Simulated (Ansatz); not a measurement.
**CoW3: equation of state with r2SCAN**

Crystal: CoW3.

```
CELL_PARAMETERS angstrom
3.90735 0.00000 0.00000
0.00000 3.90735 0.00000
0.00000 0.00000 3.90735
ATOMIC_POSITIONS crystal
W 0.50000 0.50000 0.00000
W 0.50000 0.00000 0.50000
W 0.00000 0.50000 0.50000
Co 0.00000 0.00000 0.00000
```

The cell comes from a database or a generator and needn't be the stable form of this composition.

- Program: Ansatz 0.2.0
- Task: equation of state
- Functional: r2SCAN
- Potentials or basis: Ansatz PAW
- Cutoff: 500 eV
- Density cutoff: 2000 eV
- k mesh: 7 × 7 × 7
- Occupations: fermi-dirac, width 0.05 eV
- Spin: collinear spin, ferromagnetic start
- Starting moments: [0.0, 0.0, 0.0, 2.0] μB

```yaml
Equilibrium_volume: 14.77 Å³/atom
Bulk_modulus: 266 GPa
Pressure_derivative_of_the_bulk_modulus: 3.8
```

Energy against volume, from the lowest point:
| volume (Å³/atom) | energy (meV/atom) |
| --- | --- |
| 14.019 | 33.44 |
| 14.317 | 11.03 |
| 14.615 | 0.22 |
| 14.914 | 0.00 |
| 15.212 | 9.32 |
| 15.510 | 27.29 |
| 15.809 | 53.16 |

All runs of the series together: 3 min on 2 threads of Arm Neoverse N1, on a shared host.

Caveat: the magnetic or orbital state may not be the lowest; the PAW data sets were made with another functional, which shifts forces and pressure a little. Spin-orbit coupling is left out, which matters for the levels of W.
